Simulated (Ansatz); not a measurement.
# Two self-consistent states of NiClO

Aim: solve NiClO (a known structure type filled with other elements, at an estimated volume) from each of its saved states, at one geometry and mesh, and see which is lowest and how they differ.

Program: Ansatz 0.2.0. Level of theory: DFT, r2SCAN, plane waves, PAW. These are calculated values, not measurements.

### Step 1. The system as given

The structure is orthorhombic, space group Pmmn (No. 59). The conventional cell has a = 3.551 Å, b = 3.560 Å, c = 7.544 Å, α = 90.00°, β = 90.00°, γ = 90.00°. Around Ni (site symmetry mm2) lie 4 O at 1.78 to 2.03 Å and 2 Cl at 2.48 Å. O (site symmetry mm2) has 4 Ni at 1.78 to 2.03 Å as nearest neighbours. Cl (site symmetry mm2) has 2 Ni at 2.48 Å as nearest neighbours.

Structure file:

```
CELL_PARAMETERS angstrom
3.56047 0.00000 0.00000
0.00000 3.55063 0.00000
0.00000 0.00000 7.54387
ATOMIC_POSITIONS crystal
Ni 0.00000 0.50000 0.07000
Ni 0.50000 0.00000 0.93000
O 0.00000 0.00000 0.94000
O 0.50000 0.50000 0.06000
Cl 0.00000 0.00000 0.30000
Cl 0.50000 0.50000 0.70000
```

The states: A, Ni1 up, Ni2 up (collinear spin); B, Ni1 up, Ni2 down (collinear spin). Each run reads its own saved solution as saved_state.

### Step 2. State A: the run

The input, input.yaml:

```yaml
crystal:
  lattice:
    - [3.560469, 0.0, 0.0]
    - [0.0, 3.550633, 0.0]
    - [0.0, 0.0, 7.543866]
  atoms:
    - { symbol: Ni, position: [0.0, 0.5, 0.07], spin: 2.0 }
    - { symbol: Ni, position: [0.5, 0.0, 0.93], spin: 2.0 }
    - { symbol: O, position: [0.0, 0.0, 0.94] }
    - { symbol: O, position: [0.5, 0.5, 0.06] }
    - { symbol: Cl, position: [0.0, 0.0, 0.3] }
    - { symbol: Cl, position: [0.5, 0.5, 0.7] }
kpoints:
  mp_grid: { grid: [6, 6, 3], shift: [0, 0, 0] }
  band_path:
    path:
      - [0.0, 0.0, 0.0]
      - [0.0, 0.5, 0.0]
      - [-0.5, 0.5, 0.0]
      - [-0.5, 0.0, 0.0]
      - [0.0, 0.0, 0.0]
      - [0.0, 0.0, 0.5]
      - [0.0, 0.5, 0.5]
      - [-0.5, 0.5, 0.5]
      - [-0.5, 0.0, 0.5]
      - [0.0, 0.0, 0.5]
      - [0.0, 0.5, 0.0]
    npoints: 6
magnetization:
  spin_polarized: true
scf:
  occupations: { method: fermi_dirac }
  lower_state_search: "off"
  max_iter: 200
hamiltonian:
  pseudopotentials: { kind: paw }
  xc: r2scan
basis:
  ecutwfc: 500
  fft_grid_basis: typed
output:
  forces: true
  stress: true
  eigenvalues: true
  bader: true
  populations: true
  elf: true
  write_potential: true
  volumetric_format: npy
  dos:
    e_range: [-12, 8]
    de: 0.05
    projected: { site_lists: { Cl: [Cl], Ni: [Ni], O: [O] } }
checkpoint:
  read: saved_state
```

Standard output, cut to the lines that bear on the results:

```text
Warning: RAYON_NUM_THREADS=1 ignored (pool sized by the plan → 1); use --threads N
[...]
Pseudopotentials: kind: paw
Pseudopotential: Ni, paw, valence charge 18, recommended cutoff 500 eV (meta_gga), Ni.paw.azcp
Pseudopotential: O, paw, valence charge 6, recommended cutoff 500 eV (meta_gga), O.paw.azcp
Pseudopotential: Cl, paw, valence charge 7, recommended cutoff 500 eV (meta_gga), Cl.paw.azcp
Functional definition: r2SCAN
[...]
Crystal: 6 atoms, lattice volume = 95.369 Å³
Basis set: ecut = 500 eV, 2435 PW (Γ), exchange–correlation on 108×108×240 points (64 copies of the dense FFT grid, shifted against one another)
Bands: 40, of which v1, the nominal top of the filled ones, is band 31 counted from 1 (30 counted from 0)
Symmetry: 8 space group operations
Space group: Pmmn (ITA 59), of the structure as read, at distance tolerance 4.6e-5 Å
Magnetic group: BNS 59.405 (UNI 503), of the structure as read, at distance tolerance 4.6e-5 Å
k-points: 32 of 108
[...]
Starting moments: Σ|m| = 4 μB on 2 of 6 sites; this step starts from the density that it was given
[...]
SCF iter   1: F=-14993.211817 eV  HF=-14991.899953 eV  |F-HF|=1.31e0  |Δ(HF+E_count)|=         —  Δρ=2.39e-2 (↑1.22e-2 ↓2.39e-2)  dr2=6.35e-2  dr2_τ=1.06e-2  dr2_m=1.23e-1  M=3.773 μB ∫|m|=3.890 μB  β_m=1.00  ethr=9.99e-5  ⟨swp⟩=2.0  Hψ=15000  notcnv=0
[...]
Free energy (F): -14993.287612 eV
[...]
E sigma→0 (E₀):  -14993.238379 eV
Entropy (-TS):   -0.098466 eV (-16.411 meV/atom)
Fermi energy:    4.962700 eV
[...]
--- Forces (eV/Å), atoms counted from 1 ---
  atom   1  Ni     0.00000000     0.00000000     2.75164766
  atom   2  Ni    -0.00000000     0.00000000    -2.75164766
  atom   3  O     -0.00000000     0.00000000    -0.12243629
  atom   4  O      0.00000000     0.00000000     0.12243629
  atom   5  Cl    -0.00000000     0.00000000    -0.14544316
  atom   6  Cl     0.00000000     0.00000000     0.14544316
[...]
--- Stress (GPa, compression-positive) ---
       19.081912       0.000000      -0.000000
        0.000000      -5.622926      -0.000000
       -0.000000      -0.000000       3.436953
  P = ⅓ Tr σ = 5.6320 GPa (56.320 kbar)
--- Band table (eV; the first three rows and the last of 64) ---
[...]
--- Löwdin populations: 6 sites ---
  site symbol       q [e]    m [muB]
     0     Ni     16.7743     1.2603
     1     Ni     16.7743     1.2603
     2      O      6.7809     0.3806
     3      O      6.7809     0.3806
     4     Cl      7.3237     0.3312
     5     Cl      7.3237     0.3312
  spilling = 0.003906 (of n_electrons = 62.000000)
--- Bader charges: 6 sites ---
  site symbol  charge [e]  shift [e]    m [muB]
     0     Ni      1.3693     0.0088     1.3392
     1     Ni      1.3692     0.0088     1.3392
     2      O     -0.9756     0.0096     0.3163
     3      O     -0.9756     0.0096     0.3163
     4     Cl     -0.3936     0.0008     0.3103
     5     Cl     -0.3936     0.0008     0.3103
  estimated error of the sums over rays = 2.4e-4 e
```

Run time: 2.1 min. Hardware: 1 thread of an x86-64 CPU, shared host; peak memory 0.85 GiB.

### Step 3. What state A looks like

States per cell by energy window, from dos.tsv and pdos.tsv (tetrahedra; eV from the Fermi level):

```csv
from,to,total,up,down,Cl p,Ni d,O p
-8.0,-7.0,1.44,0.67,0.77,0.02,0.36,0.92
-7.0,-6.0,3.25,2.48,0.76,0.09,1.05,1.94
-6.0,-5.0,4.17,1.89,2.27,0.27,1.39,2.37
-5.0,-4.0,2.71,0.88,1.82,0.39,1.02,1.20
-4.0,-3.0,3.36,2.85,0.51,0.88,2.01,0.37
-3.0,-2.0,6.56,3.84,2.72,2.10,3.84,0.41
-2.0,-1.0,9.37,4.16,5.19,3.79,4.44,0.97
-1.0,0.0,6.65,3.68,2.97,3.17,2.08,1.32
0.0,1.0,2.00,0.94,1.06,0.37,0.84,0.75
1.0,2.0,2.72,0.11,2.61,0.50,1.72,0.41
2.0,3.0,1.03,0.00,1.03,0.09,0.61,0.27
3.0,4.0,0.28,0.00,0.28,0.02,0.15,0.09
4.0,5.0,0.00,0.00,0.00,0.00,0.00,0.00
```

By element, from the tables in the log (a charge is positive for electrons lost):

| element | atoms | Bader charge (e) | Bader volume (Å³) | Löwdin charge (e) | Bader moment, size (μB) |
| --- | --- | --- | --- | --- | --- |
| Ni | 2 | +1.37 | 8.2 | +1.23 | 1.34 |
| O | 2 | -0.98 | 10.1 | -0.78 | 0.32 |
| Cl | 2 | -0.39 | 29.4 | -0.32 | 0.31 |

Löwdin charges rest on a small set of atomic orbitals that misses 0.4 % of the electrons, so they need not add up to the cell's charge and can differ from Bader's even in sign.

The main site moments: Ni1 up, Ni2 up.

### Step 4. Run from state B

Edit input.yaml of step 2 so:

```diff
@@ -7,3 +7,3 @@
     - { symbol: Ni, position: [0.0, 0.5, 0.07], spin: 2.0 }
-    - { symbol: Ni, position: [0.5, 0.0, 0.93], spin: 2.0 }
+    - { symbol: Ni, position: [0.5, 0.0, 0.93], spin: -2.0 }
     - { symbol: O, position: [0.0, 0.0, 0.94] }
@@ -14,16 +14,2 @@
   mp_grid: { grid: [6, 6, 3], shift: [0, 0, 0] }
-  band_path:
-    path:
-      - [0.0, 0.0, 0.0]
-      - [0.0, 0.5, 0.0]
-      - [-0.5, 0.5, 0.0]
-      - [-0.5, 0.0, 0.0]
-      - [0.0, 0.0, 0.0]
-      - [0.0, 0.0, 0.5]
-      - [0.0, 0.5, 0.5]
-      - [-0.5, 0.5, 0.5]
-      - [-0.5, 0.0, 0.5]
-      - [0.0, 0.0, 0.5]
-      - [0.0, 0.5, 0.0]
-    npoints: 6
 magnetization:
```

Standard output, cut to the lines that bear on the results:

```text
Warning: RAYON_NUM_THREADS=1 ignored (pool sized by the plan → 1); use --threads N
[...]
[... 5 set-up lines as earlier in the session ...]
[...]
Crystal: 6 atoms, lattice volume = 95.369 Å³
Basis set: ecut = 500 eV, 2435 PW (Γ), exchange–correlation on 108×108×240 points (64 copies of the dense FFT grid, shifted against one another)
Bands: 40, of which v1, the nominal top of the filled ones, is band 31 counted from 1 (30 counted from 0)
Symmetry: 4 space group operations
Space group: Pmm2 (ITA 25), of the structure as read, at distance tolerance 4.6e-5 Å
[...]
  atom   6  Cl     0.00000000     0.00000000     0.23173888
[...]
--- Stress (GPa, compression-positive) ---
       18.575812       0.000000       0.000000
        0.000000      -5.961949       0.000000
        0.000000       0.000000       3.706774
  P = ⅓ Tr σ = 5.4402 GPa (54.402 kbar)
--- Band table (eV; the first three rows and the last of 64) ---
[...]
--- Löwdin populations: 6 sites ---
  site symbol       q [e]    m [muB]
     0     Ni     16.7598     1.2621
     1     Ni     16.7598    -1.2621
     2      O      6.7918    -0.1595
     3      O      6.7918     0.1595
     4     Cl      7.3259     0.1979
     5     Cl      7.3259    -0.1979
  spilling = 0.003951 (of n_electrons = 62.000000)
--- Bader charges: 6 sites ---
  site symbol  charge [e]  shift [e]    m [muB]
     0     Ni      1.3807     0.0089     1.3293
     1     Ni      1.3806     0.0089    -1.3293
     2      O     -0.9842     0.0097    -0.1338
     3      O     -0.9842     0.0097     0.1338
     4     Cl     -0.3965     0.0008     0.1734
     5     Cl     -0.3965     0.0008    -0.1734
  estimated error of the sums over rays = 2.4e-4 e
```

Wall time 2.3 min (1 thread of an x86-64 CPU, shared host); peak memory 0.74 GiB.

### Step 5. What state B looks like

States per cell by energy window, from dos.tsv and pdos.tsv (tetrahedra; eV from the Fermi level):

```csv
from,to,total,up,down,Cl p,Ni d,O p
-8.0,-7.0,1.48,0.74,0.74,0.02,0.38,0.94
-7.0,-6.0,3.14,1.57,1.57,0.07,1.00,1.93
-6.0,-5.0,4.83,2.42,2.42,0.35,1.77,2.56
-5.0,-4.0,2.50,1.25,1.25,0.38,1.10,0.95
-4.0,-3.0,3.37,1.69,1.69,0.93,2.00,0.32
-3.0,-2.0,7.70,3.85,3.85,2.32,4.58,0.58
-2.0,-1.0,8.38,4.19,4.19,3.63,3.67,0.94
-1.0,0.0,6.12,3.06,3.06,3.01,1.68,1.34
0.0,1.0,1.96,0.98,0.98,0.36,0.78,0.78
1.0,2.0,2.85,1.43,1.43,0.52,1.85,0.39
2.0,3.0,1.05,0.52,0.52,0.10,0.61,0.27
3.0,4.0,0.14,0.07,0.07,0.01,0.07,0.04
4.0,5.0,0.00,0.00,0.00,0.00,0.00,0.00
```

By element, from the tables in the log (a charge is positive for electrons lost):

```
element  atoms  Bader charge (e)  Bader volume (Å³)  Löwdin charge (e)  Bader moment, size (μB)
     Ni      2             +1.38                8.2              +1.24                     1.33
      O      2             -0.98               10.1              -0.79                     0.13
     Cl      2             -0.40               29.4              -0.33                     0.17
```

Löwdin charges rest on a small set of atomic orbitals that misses 0.4 % of the electrons, so they need not add up to the cell's charge and can differ from Bader's even in sign.

The main site moments: Ni1 up, Ni2 down.

### Step 6. Results

```
state  free energy (meV/atom)  largest site moment (μB)  size of the net moment (μB/cell)  gap (eV)  pressure (GPa)  largest force (eV/Å)  SCF cycles
    A                     0.0                      1.34                              3.93     metal             5.6                  2.75          17
    B                     6.9                      1.33                              0.00     metal             5.4                  3.09          19
```

What this shows: State A lies lowest, 6.9 meV per atom under state B. Every run converged, so convergence alone does not show that a state is the lowest.
